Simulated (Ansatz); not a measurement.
# CH₆GeS: vertical ionisation energy

How much energy removes an electron from CH₆GeS at fixed geometry? The cation is run at each level and the neutral's energy taken from earlier runs.

Program: Ansatz 0.2.0, Gaussian basis. Level of theory: unrestricted cation, the program's frozen cores in correlated methods. These are calculated values, not measurements.

Levels to be run: UKS PBE-D4/def2-TZVPP; UKS r2SCAN-D4/def2-TZVPP; UKS PBE0-D4/def2-TZVPP; UKS B3LYP-D4/def2-TZVPP; UKS wB97X-V/def2-TZVPP; UKS wB97M-V/def2-TZVPP; UKS B2PLYP/def2-TZVPP; UHF-CCSD(T)/def2-TZVPP; UHF-MP2/def2-QZVPP; extrapolation to the limit; then −ε(HOMO) from the neutral's earlier runs with LDA (SPW92), PBE-D4, revPBE-D4, BLYP-D4, r2SCAN-D4, B97M-V, PBE0-D4, B3LYP-D4, r2SCANh-D4, r2SCAN0-D4, HSE06-D4, BHLYP-D4, CAM-B3LYP-D4, LC-ωPBE, ωB97X-V, ωB97M-V.

### Step 1. The relaxed structure

The geometry comes from an earlier relaxation with PBE0-D4/def2-TZVP; it is a stationary point, not always the lowest conformer.

SMILES `C[S][GeH3]`, 9 atoms, charge 0, spin multiplicity 1.

Atoms are counted from 1 here; the program's logs count them from 0.

Bond lengths: C1–S2 1.813 Å, C1–H4 1.090 Å, C1–H5 1.090 Å, C1–H6 1.090 Å, S2–Ge3 2.212 Å, Ge3–H7 1.533 Å, Ge3–H8 1.540 Å, Ge3–H9 1.540 Å. Angles: S2–C1–H4 111.3°, S2–C1–H5 106.7°, S2–C1–H6 111.3°, H4–C1–H5 108.7°, H4–C1–H6 109.9°, H5–C1–H6 108.7°, C1–S2–Ge3 99.2°, S2–Ge3–H7 106.6°, S2–Ge3–H8 109.9°, S2–Ge3–H9 109.9°, H7–Ge3–H8 110.8°, H7–Ge3–H9 110.7°, H8–Ge3–H9 108.9°.

### Step 2. Cation, UKS PBE-D4/def2-TZVPP

File in.yaml:

```yaml
crystal:
  periodic: [false, false, false]
  atoms:
    - {symbol: C, position_ang: [-0.731374, 1.034642, -0.884754]}
    - {symbol: S, position_ang: [0.995766, 0.493006, -0.775129]}
    - {symbol: Ge, position_ang: [0.793176, -1.010543, 0.834397]}
    - {symbol: H, position_ang: [-1.388404, 0.211200, -1.166278]}
    - {symbol: H, position_ang: [-0.771957, 1.796305, -1.663420]}
    - {symbol: H, position_ang: [-1.069498, 1.475295, 0.053594]}
    - {symbol: H, position_ang: [2.192063, -1.592928, 1.068449]}
    - {symbol: H, position_ang: [-0.191287, -2.112648, 0.401623]}
    - {symbol: H, position_ang: [0.260013, -0.340729, 2.114318]}
basis:
  gaussian: {orbitals: def2-TZVPP}
total_charge: 1
magnetization: {spin_polarized: true, initial_magnetization: 1}
hamiltonian: {xc: pbe, dispersion: d4}
```

Launch:

```bash
ansatz run in.yaml --threads 2 --pin off --events-out ev --progress --plain --max-ram 32768MiB --backend cpu
```

Further steps of the session: Cation, UKS r2SCAN-D4/def2-TZVPP; Cation, UKS PBE0-D4/def2-TZVPP; Cation, UKS B3LYP-D4/def2-TZVPP; Cation, UKS wB97X-V/def2-TZVPP; Cation, UKS wB97M-V/def2-TZVPP; Cation, UKS B2PLYP (frozen core)/def2-TZVPP; Cation, UHF-CCSD(T)/def2-TZVPP; Cation, UHF-MP2/def2-QZVPP.

Before running them: what should the planned runs give, taken together? Wanted: ionisation energy, CCSD(T)/CBS; nearest functional by difference; nearest −ε(HOMO); −ε(HOMO) of PBE; T1 of the cation.

The runs gave:

| quantity | value |
| --- | --- |
| ionisation energy, CCSD(T)/CBS | 9.12 eV |
| nearest functional by difference | ωB97X-V (-0.12 eV) |
| nearest −ε(HOMO) | ωB97X-V (-0.00 eV) |
| −ε(HOMO) of PBE | 5.56 eV |
| T1 of the cation | 0.015 |

Energy differences with functionals land within 0.33 eV of the reference. The PBE orbital energy is 3.6 eV too small: a semilocal HOMO is no ionisation energy. Among orbital estimates ωB97X-V comes nearest. Hartree-Fock falls 1.17 eV short, as the neutral has more correlation energy than the cation. The cation may have settled in a state other than its lowest; no search over hole states beyond the program's own was made. Correlated methods include outer-core shells of Ge, which these sets cover unevenly. With outer-core shells in play the reference is unsure by up to some tenths of an eV, so close misses can't be ranked.
